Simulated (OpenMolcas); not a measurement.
**Re²⁺ among point charges: CASSCF and CASPT2 levels and susceptibility**

Aim: the splitting of the states of Re²⁺ in the field of 6 point charges, its lowest levels with spin-orbit coupling and its magnetic susceptibility.

Method: state-averaged CASSCF and CASPT2, spin-orbit coupling by RASSI with atomic mean-field integrals. Code: OpenMolcas 26.06.

## Step 1: What is computed

| Quantity | Value |
| --- | --- |
| Species | Re²⁺ (rhenium, Z = 75, 73 electrons) |
| Basis | ANO-RCC-VDZP [7s6p4d2f1g], 68 functions |
| Scalar Hamiltonian | DKH2, point nucleus |
| Inactive shells | 1s 2s 2p 3s 3p 3d 4s 4p 4d 4f 5s 5p |
| Active space | 5 electrons in 5 orbitals (5d) |
| Some configurations of this space | 5d⁵ |
| Orbitals | optimised for each spin and parity, averaged over all roots |

The outer shells:

5d5
```
5d [↑ ][↑ ][↑ ][↑ ][↑ ]
```

The ion sits among 6 point charges of -1 e arranged as an octahedron (Oh), 2.02 Å from the ion.

Each step is its own input file, run in one work folder so that later steps find the files of earlier ones. Labels, J, g values, rates, χT and fits are worked out afterwards by a script from the matrices that RASSI stores. The input lists half of the charges; inversion (Group=XYZ) makes the rest.

## Step 2: GATEWAY and SEWARD: basis and integrals

The input, a.inp:

```
&GATEWAY
Coord
1

Re 0.0 0.0 0.0
Basis=ANO-RCC-VDZP
Group=XYZ
NoMove
AngMom=0.0 0.0 0.0
AMFI
XField
3 Angstrom 0
2.020000 0.000000 0.000000 -1.000000
0.000000 2.020000 0.000000 -1.000000
0.000000 0.000000 2.020000 -1.000000
&SEWARD
```

On the command line:

```sh
$ OMP_NUM_THREADS=1 MOLCAS_MEM=1689 MOLCAS_PROJECT=a pymolcas a.inp > a.log
```

## Step 3: CASSCF: sextets of even parity, 1 root

The input, a.inp:

```
&RASSCF
FileOrb=start.orb
Symmetry=1
Spin=6
nActEl=5 0 0
Inactive=15 19
Ras2=5 0
CIRoot=1 1 1
SDav=1
CIMx=300
Iter=120 100
PrWF=0.3
OrbListing=Nothing
MaxOrb=0
>>> COPY $Project.JobIph JOB001
```

start.orb holds the contracted functions of the basis, ordered by shell, or the orbitals of the step before.

## Step 4: CASSCF: quartets of even parity, 24 roots

The input, a.inp:

```
&RASSCF
FileOrb=start.orb
Symmetry=1
Spin=4
nActEl=5 0 0
Inactive=15 19
Ras2=5 0
CIRoot=24 24 1
SDav=24
CIMx=300
Iter=120 100
PrWF=0.3
OrbListing=Nothing
MaxOrb=0
>>> COPY $Project.JobIph JOB002
```

## Step 5: Reference wave functions, doublets of even parity, 75 roots

The input, a.inp:

```
&RASSCF
FileOrb=start.orb
Symmetry=1
Spin=2
nActEl=5 0 0
Inactive=15 19
Ras2=5 0
CIRoot=75 75 1
SDav=75
CIMx=300
Iter=120 100
PrWF=0.3
OrbListing=Nothing
MaxOrb=0
>>> COPY $Project.JobIph JOB003
```

## Step 6: State interaction with spin-orbit coupling

The input, a.inp:

```
&RASSI
NrOfJobIphs=3 1 24 75
1
1 2 3 4 5 6 7 8 9 10 11 12 13 14 15 16 17 18 19 20 21 22 23 24
1 2 3 4 5 6 7 8 9 10 11 12 13 14 15 16 17 18 19 20 21 22 23 24 25 26 27
28 29 30 31 32 33 34 35 36 37 38 39 40 41 42 43 44 45 46 47 48 49 50 51
52 53 54 55 56 57 58 59 60 61 62 63 64 65 66 67 68 69 70 71 72 73 74 75
IphNames
JOB001
JOB002
JOB003
EJob
SpinOrbit
DIPRint=1.0
SOCoupling=1000.0
Subsets=2
Property=9
'ANGMOM' 1 'ANGMOM' 2 'ANGMOM' 3 'MLTPL  1' 1 'MLTPL  1' 2 'MLTPL  1' 3
'AMFI' 1 'AMFI' 2 'AMFI' 3
SOProperty=3
'ANGMOM' 1 'ANGMOM' 2 'ANGMOM' 3
```

## Step 7: CASPT2: IPEA 0.25, imaginary shift 0.1 (closed shells correlated: 5s 5p)

The input, a.inp:

```
>>> COPY JOB001 $Project.JobIph
&CASPT2
Multistate=1 1
Frozen=14 16
IPEA=0.25
Imaginary=0.1
MaxIter=60
WThr=0.0 0.3 0.05
PrWF=0.5
NoMix
>>> COPY JOB002 $Project.JobIph
&CASPT2
Multistate=24 1 2 3 4 5 6 7 8 9 10 11 12 13 14 15 16 17 18 19 20 21 22
23 24
NoMult
Frozen=14 16
IPEA=0.25
Imaginary=0.1
MaxIter=60
WThr=0.0 0.3 0.05
PrWF=0.5
NoMix
>>> COPY JOB003 $Project.JobIph
&CASPT2
Multistate=75 1 2 3 4 5 6 7 8 9 10 11 12 13 14 15 16 17 18 19 20 21 22
23 24 25 26 27 28 29 30 31 32 33 34 35 36 37 38 39 40 41 42 43 44 45 46
47 48 49 50 51 52 53 54 55 56 57 58 59 60 61 62 63 64 65 66 67 68 69 70
71 72 73 74 75
NoMult
Frozen=14 16
IPEA=0.25
Imaginary=0.1
MaxIter=60
WThr=0.0 0.3 0.05
PrWF=0.5
NoMix
```

(Steps that only read results are left out.)

**Question.** What will these runs give? Wanted: spin-free ground state; lowest level; next level.

The runs gave:

| quantity | value |
| --- | --- |
| method | SS-CASPT2, IPEA 0.25, imaginary shift 0.1 (closed shells correlated: 5s 5p) |
| spin-free ground state | 6A1, 1-fold in its orbital part |
| lowest level | 2-fold Γ7, g = 3.19, 3.19, 3.19 |
| next level | 183.6 cm⁻¹ |
| χT at 300 K | 3.91 cm³ K/mol |
| effective moment at 300 K | 5.59 μB |

Cost by method:

| method | time of its own steps | time with the reference |
| --- | --- | --- |
| A. CASSCF | 23 s | 23 s |
| B. SS-CASPT2, IPEA 0.25, imaginary shift 0.1, +5s 5p | 9.3 s | 32 s |

Times are of one thread on a shared host.

**Reading.** The spin-free ground state (6A1) comes to 100 % from free-ion S terms and keeps the highest spin of the shell. χT at 300 K is 3.91, against 4.39 cm³ K/mol for the spin alone, so spin-orbit coupling lowers it. An active space of the d shell alone favours high spin; real ions in strong fields can be low spin. A ligand-field fit to the states below 45000 cm-1 gives 10Dq = 10111 cm-1, B = 573 cm-1 and C = 2868 cm-1 (C/B = 5.01), with a deviation of 563 cm-1. CASPT2 does not keep the components of a term degenerate, and the means are used. The field of point charges can differ much from that of real complexes. With metal d orbitals alone active, the gaps between spin states are rough; where two lie within a few thousand cm-1, their order is open. Point charges carry no covalency, so the field is a model and not that of real ligands.
